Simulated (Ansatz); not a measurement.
# CH4InO radical: a ladder of functionals and wavefunction methods

The task here is to estimate one member of a computed series from the others.

Method: functionals in def2-TZVPP, the program's frozen cores in correlated methods; program: Ansatz 0.2.0, Gaussian basis.

Plan: LDA (SPW92), PBE-D4, revPBE-D4, BLYP-D4, r2SCAN-D4, B97M-V, PBE0-D4, B3LYP-D4, r2SCANh-D4, r2SCAN0-D4, HSE06-D4, BHLYP-D4, CAM-B3LYP-D4, LC-ωPBE, ωB97X-V, ωB97M-V, B2PLYP, PBE-QIDH; CCSD(T)/def2-SVP; CCSD(T)/def2-TZVPP; MP2/def2-QZVPP; extrapolation to the limit; RPA on PBE.

## The geometry

An earlier PBE0-D4 in a triple-zeta def2 set relaxation fixed the geometry. In takes the def2 core potential; no spin-orbit term is included.

SMILES `C[O][InH]`, 7 atoms, charge 0, spin multiplicity 2.

Atoms are counted from 1 here; the program's logs count them from 0.

Bond lengths: C1–O2 1.400 Å, C1–H4 1.098 Å, C1–H5 1.102 Å, C1–H6 1.098 Å, O2–In3 2.004 Å, In3–H7 1.778 Å. Angles: O2–C1–H4 110.4°, O2–C1–H5 113.9°, O2–C1–H6 110.4°, H4–C1–H5 107.1°, H4–C1–H6 107.6°, H5–C1–H6 107.1°, C1–O2–In3 121.6°, O2–In3–H7 114.2°.

Coordinates:

```
atom    x (Å)    y (Å)    z (Å)
  C1  -0.6305   0.6256  -0.1769
  O2  -0.7521  -0.6362   0.4181
 In3   0.8365  -1.8269   0.6886
  H4  -1.2490   0.6828  -1.0822
  H5   0.3999   0.8833  -0.4712
  H6  -0.9753   1.4081   0.5116
  H7   2.3704  -1.1366   0.1120
```

The first run:

in.yaml

```yaml
crystal:
  periodic: [false, false, false]
  atoms:
    - {symbol: C, position_ang: [-0.630472, 0.625575, -0.176941]}
    - {symbol: O, position_ang: [-0.752069, -0.636237, 0.418124]}
    - {symbol: In, position_ang: [0.836477, -1.826856, 0.688625]}
    - {symbol: H, position_ang: [-1.249002, 0.682763, -1.082209]}
    - {symbol: H, position_ang: [0.399918, 0.883286, -0.471194]}
    - {symbol: H, position_ang: [-0.975266, 1.408105, 0.511630]}
    - {symbol: H, position_ang: [2.370424, -1.136635, 0.111966]}
basis:
  gaussian: {orbitals: def2-TZVPP}
magnetization: {spin_polarized: true, initial_magnetization: 1}
hamiltonian: {xc: lda}
output: {orbitals: {seedname: orbitals}}
```

Among the steps run: LDA; PBE-D4 (GGA); revPBE-D4 (GGA); BLYP-D4 (GGA); r2SCAN-D4 (meta-GGA); B97M-V (meta-GGA); PBE0-D4 (hybrid); B3LYP-D4 (hybrid); r2SCANh-D4 (hybrid); r2SCAN0-D4 (hybrid); HSE06-D4 (hybrid); BHLYP-D4 (hybrid); CAM-B3LYP-D4 (range-separated); LC-ωPBE (range-separated); ωB97X-V (range-separated); ωB97M-V (range-separated); B2PLYP (double hybrid); PBE-QIDH (double hybrid).

One table of the session follows, with a row left open; its other results are not shown here.

It belongs to the step «Frontier levels by functional». 

| functional | HOMO (eV) | LUMO (eV) | gap (eV) |
| --- | --- | --- | --- |
| LDA (SPW92) | -5.14 | -4.29 | 0.85 |
| PBE-D4 | ? | ? | ? |
| revPBE-D4 | -5.02 | -3.88 | 1.15 |
| BLYP-D4 | -4.93 | -4.05 | 0.88 |
| r2SCAN-D4 | -5.44 | -3.61 | 1.83 |
| B97M-V | -5.11 | -4.25 | 0.86 |
| PBE0-D4 | -6.09 | -3.12 | 2.97 |
| B3LYP-D4 | -5.90 | -3.55 | 2.35 |
| r2SCANh-D4 | -5.82 | -3.32 | 2.50 |
| r2SCAN0-D4 | -6.39 | -2.88 | 3.51 |
| HSE06-D4 | -5.70 | -3.49 | 2.21 |
| BHLYP-D4 | -6.98 | -2.44 | 4.54 |
| CAM-B3LYP-D4 | -7.31 | -2.33 | 4.99 |
| LC-ωPBE | -8.59 | -0.89 | 7.69 |
| ωB97X-V | -8.15 | -1.26 | 6.89 |
| ωB97M-V | -8.13 | -1.52 | 6.61 |

Q: Estimate the row for PBE-D4 from the others.

As computed: HOMO (eV): -5.06; LUMO (eV): -3.99; gap (eV): 1.07. In the column «HOMO (eV)» it lies between B97M-V (-5.11) and revPBE-D4 (-5.02).
